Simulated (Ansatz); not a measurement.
# Ni (Nickel): the cost of one run

Computed with Ansatz 0.2.0 (DFT r2SCAN, scalar-relativistic, plane waves, PAW, unless a step's input says otherwise).

2 further runs of the same task are left out: 2 set aside as unsound or not needed.

## (1) The structure to begin with

It takes space group Fm-3m (No. 225, cubic). The conventional cell has a = 3.479 Å, b = 3.479 Å, c = 3.479 Å, α = 90.00°, β = 90.00°, γ = 90.00°. Ni (site symmetry m-3m) has 12 Ni at 2.46 Å as nearest neighbours.

Coordinates:

```
Ni
1.0
     0.00000    1.73934    1.73934
     1.73934    0.00000    1.73934
     1.73934    1.73934    0.00000
Ni
1
Cartesian
  0.0000 0.0000 0.0000
```

This cell was relaxed beforehand with the same method: volume 10.52 Å³/atom, gap on the mesh none (metal), site moments up to 0.8 μB.

## (2) Electronic structure at the relaxed geometry

The input, input.yaml:

```yaml
crystal:
  lattice:
    - [0.0, 1.7393352784, 1.7393352784]
    - [1.7393352784, 0.0, 1.7393352784]
    - [1.7393352784, 1.7393352784, 0.0]
  atoms:
    - { symbol: Ni, position: [0.0, 0.0, 0.0], spin: 0.9 }
basis:
  ecutwfc: 500
kpoints:
  mp_grid: { grid: [20, 20, 20] }
  band_path:
    path:
      - [[0.0, 0.0, 0.0], [0.5, 0.0, 0.5], [0.625, 0.25, 0.625]]
      - [[0.375, 0.375, 0.75], [0.0, 0.0, 0.0], [0.5, 0.5, 0.5], [0.5, 0.25, 0.75], [0.5, 0.0, 0.5]]
    npoints: 14
hamiltonian:
  xc: r2scan
scf:
  occupations: { method: gaussian, width: 0.1 }
  n_extra_bands: 6
output:
  forces: true
  stress: true
  eigenvalues: true
  populations: true
  dos: { projected: true, de: 0.02, nscf_kmesh: { grid: [30, 30, 30] } }
  bader: true
  write_density: true
  write_potential: true
  elf: true
  volumetric_format: npy
magnetization:
  spin_polarized: true
checkpoint:
  read: start.run
  write: ck
  compress: false
  write_wavefunctions: false
  write_every: 100000
```

Launch:

```sh
$ ansatz run input.yaml --threads 1 --pin off --max-ram 2560MiB --backend cpu --events-out ev --progress --plain --runs-dir out
```

**Question.** How long does this run take on 1 thread of an Arm CPU, shared host, and how much memory does it need?

About 32 s, with a peak of 0.39 GiB.
